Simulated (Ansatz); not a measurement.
Geometry optimisation, DFT LDA, scalar-relativistic, plane waves, PAW (Ansatz 0.2.0).

Input:

```yaml
crystal:
  lattice:
    - [-2.456195, 4.254255, 5.40385]
    - [4.91239, 0.0, 5.40385]
    - [4.91239, 8.508509, 0.0]
  atoms:
    - { symbol: Si, position: [0.09828333, 0.56838333, 0.95085833] }
    - { symbol: Ge, position: [0.0, 1.0, 0.26495] }
    - { symbol: O, position: [0.31955, 0.46605, 0.97392499] }
    - { symbol: O, position: [0.93308331, 0.51918336, 0.1067083] }
    - { symbol: O, position: [0.92576664, 0.19316669, 0.33016663] }
    - { symbol: O, position: [0.18045, 0.03395, 0.11672499] }
    - { symbol: O, position: [0.56691665, 0.98081668, 0.08284164] }
    - { symbol: O, position: [0.57423332, 0.30683335, 0.13963331] }
    - { symbol: Si, position: [0.09828333, 0.56838333, 0.45085833] }
    - { symbol: Si, position: [0.40171666, 0.93161668, 0.53419165] }
    - { symbol: Si, position: [0.0, 0.0, 0.76495] }
    - { symbol: O, position: [0.31954999, 0.46605001, 0.47392499] }
    - { symbol: O, position: [0.93308331, 0.51918336, 0.6067083] }
    - { symbol: O, position: [0.92576664, 0.19316669, 0.83016663] }
    - { symbol: O, position: [0.18045, 0.03395, 0.616725] }
    - { symbol: O, position: [0.56691665, 0.98081668, 0.58284165] }
    - { symbol: O, position: [0.57423332, 0.30683335, 0.63963331] }
    - { symbol: Si, position: [0.59828332, 0.06838335, 0.20085831] }
    - { symbol: Si, position: [0.90171664, 0.43161669, 0.28419163] }
    - { symbol: Si, position: [0.49999999, 0.50000001, 0.51494998] }
    - { symbol: O, position: [0.81954998, 0.96605002, 0.22392497] }
    - { symbol: O, position: [0.43308332, 0.01918334, 0.35670832] }
    - { symbol: O, position: [0.42576666, 0.69316668, 0.58016665] }
    - { symbol: O, position: [0.68044998, 0.53395002, 0.36672497] }
    - { symbol: O, position: [0.06691667, 0.48081667, 0.33284167] }
    - { symbol: O, position: [0.07423333, 0.80683333, 0.38963333] }
    - { symbol: Si, position: [0.59828332, 0.06838335, 0.70085831] }
    - { symbol: Si, position: [0.90171664, 0.43161669, 0.78419163] }
    - { symbol: Si, position: [0.49999999, 0.50000001, 0.01494998] }
    - { symbol: O, position: [0.81954998, 0.96605002, 0.72392497] }
    - { symbol: O, position: [0.43308332, 0.01918334, 0.85670832] }
    - { symbol: O, position: [0.42576666, 0.69316668, 0.08016665] }
    - { symbol: O, position: [0.68044998, 0.53395002, 0.86672498] }
    - { symbol: O, position: [0.06691667, 0.48081667, 0.83284167] }
    - { symbol: O, position: [0.07423333, 0.80683333, 0.88963334] }
total_charge: -2
basis:
  ecutwfc: 420.0
kpoints:
  mp_grid: { grid: [2, 2, 2] }
hamiltonian:
  xc: lda
  pseudopotentials: { kind: paw, azcp: { folder: soft_1 } }
scf:
  occupations: { method: fermi_dirac, width: 0.02 }
  lower_state_search: "off"
relax:
  f_tol: 0.03
  max_steps: 60
  adjacent_minimum: "off"
```

Launched with:

```bash
$ ansatz run input.yaml --threads 4 --pin off --max-ram 10240MiB --backend cpu --events-out ev --progress --plain --runs-dir out
```

Problem. Where does it end, and by what steps?

Solution. It converged. Limits of this set-up: coarse k mesh, PAW files made for another functional, no spin, though dangling bonds at a vacancy may carry it, a small cell, in which the defect meets its images, a typed lattice constant that wasn't relaxed here, charged cell in a uniform background, uncorrected. After 15 steps the energy has fallen by 2.540 eV; O32 moved furthest, 0.92 Å.

| step | energy less start (eV) | largest force component (eV/Å) | accepted |
| --- | --- | --- | --- |
| 0 | 0.0000 | 6.374 | yes |
| 1 | -1.4046 | 2.994 | yes |
| 2 | -2.1685 | 0.722 | yes |
| 3 | -2.3412 | 0.429 | yes |
| 4 | -2.3095 | 1.295 | no |
| 5 | -2.4069 | 0.300 | yes |
| 6 | -2.4397 | 0.142 | yes |
| 7 | -2.4695 | 0.183 | yes |
| 8 | -2.5052 | 0.266 | yes |
| 9 | -2.5209 | 0.345 | yes |
| 10 | -2.5032 | 0.384 | no |
| 11 | -2.5373 | 0.054 | yes |
| 12 | -2.5383 | 0.085 | yes |
| 13 | -2.5381 | 0.060 | no |
| 14 | -2.5396 | 0.035 | yes |
| 15 | -2.5397 | 0.010 | yes |

```xyz
35
Lattice="-2.4562 4.2543 5.4039 4.9124 0.0000 5.4039 4.9124 8.5085 0.0000" Properties=species:S:1:pos:R:3
Si 7.312 8.563 3.674
Ge 6.186 2.093 5.530
O 6.542 9.655 4.534
O 0.878 4.980 7.949
O 0.519 6.694 5.913
O 0.601 1.493 1.549
O 3.438 3.102 8.072
O 0.380 3.387 4.499
Si 4.802 4.278 3.693
Si 6.207 6.178 7.219
Si 3.779 6.390 0.001
O 3.870 5.461 4.269
O 3.375 9.197 8.030
O 2.739 10.881 6.128
O 2.733 5.891 1.138
O 6.291 7.155 8.500
O 3.328 7.943 4.722
Si -0.457 4.145 3.333
Si 1.393 6.305 7.205
Si 3.832 6.593 5.416
O 3.683 5.390 9.459
O 0.642 4.794 2.305
O 5.301 6.832 6.040
O 2.905 6.156 6.658
O 3.856 3.244 2.901
O 5.639 3.641 4.892
Si 2.350 8.434 3.490
Si 3.800 10.573 7.296
Si 1.303 2.439 5.454
O 6.315 9.513 9.667
O 3.046 8.814 2.134
O 2.501 3.368 5.933
O 5.246 10.389 6.640
O 6.296 7.502 2.990
O 8.249 7.749 4.696
```

Whether the end is a true minimum wasn't checked by a vibrational analysis.

Time of the run: 2.8 min on 4 threads of Arm Neoverse V1 (shared host), peak memory 1.5 GiB.
